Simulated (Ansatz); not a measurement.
**VCl4+: energies up the ladder**

Wanted for VCl4+: energies up the ladder. Charge +1.

Program: Ansatz 0.2.0. Level of theory: the levels named in each step. These are calculated values, not measurements.

## (1) The system as given

Bond lengths: Cl1–V2 2.040 Å, V2–Cl3 2.040 Å, V2–Cl4 2.039 Å, V2–Cl5 2.039 Å. Angles: Cl1–V2–Cl3 109.5°, Cl1–V2–Cl4 109.5°, Cl1–V2–Cl5 109.5°, Cl3–V2–Cl4 109.6°, Cl3–V2–Cl5 109.4°, Cl4–V2–Cl5 109.3°.

As a file:

```xyz
5

Cl    1.7650   -0.7497    0.6943
V    -0.0006    0.0006    0.0006
Cl   -0.9862   -1.4416   -1.0528
Cl   -1.1488    0.6012    1.5742
Cl    0.3678    1.5964   -1.2147
```

## (2) A rough first relaxation, PBE-D4/def2-SVP

Contents of input.yaml:

```yaml
crystal:
  periodic: [false, false, false]
  atoms:
    - { symbol: Cl, position_ang: [1.76499, -0.74971, 0.69428] }
    - { symbol: V, position_ang: [-0.00055, 0.00055, 0.00058] }
    - { symbol: Cl, position_ang: [-0.98624, -1.44163, -1.05277] }
    - { symbol: Cl, position_ang: [-1.1488, 0.6012, 1.5742] }
    - { symbol: Cl, position_ang: [0.36782, 1.59642, -1.21468] }
total_charge: 1
basis:
  gaussian: { orbitals: def2-SVP }
hamiltonian:
  xc: pbe
  dispersion: d4
relax:
  f_tol: 0.03
  max_steps: 200
```

Started as:

```bash
> ansatz run input.yaml --threads 4 --pin off --max-ram 10240MiB --backend cpu --events-out ev --progress --plain --runs-dir out
```

After this run come: Relaxation, PBE0-D4/def2-TZVPP; Frequencies, PBE0-D4/def2-TZVPP; Single point, PBE-D4/def2-TZVPP; Single point, r2SCAN-D4/def2-TZVPP; Single point, B3LYP-D4/def2-TZVPP; Single point, wB97M-V/def2-TZVPP; Single point, B2PLYP/def2-TZVPP; Single point, LDA/def2-TZVPP; Single point, PBE0-D4/def2-SVP; Single point, PBE-D4/def2-SVP.

**Question.** What will these runs give? Wanted: Cl1–V2 at PBE0-D4/def2-TZVPP; V2–Cl3 at PBE0-D4/def2-TZVPP; V2–Cl4 at PBE0-D4/def2-TZVPP; frequencies at PBE0-D4/def2-TZVPP; energy at PBE-D4/def2-SVP.

As calculated:

```
                         quantity            value
     Cl1–V2 at PBE0-D4/def2-TZVPP          2.055 Å
     V2–Cl3 at PBE0-D4/def2-TZVPP          2.055 Å
     V2–Cl4 at PBE0-D4/def2-TZVPP          2.055 Å
frequencies at PBE0-D4/def2-TZVPP  144 to 574 cm⁻¹
        energy at PBE-D4/def2-SVP    -75730.730 eV
```

What this shows: No mode is imaginary, so the geometry is a minimum. These totals serve in differences with atoms or fragments at the same level; alone they don't rank the methods.
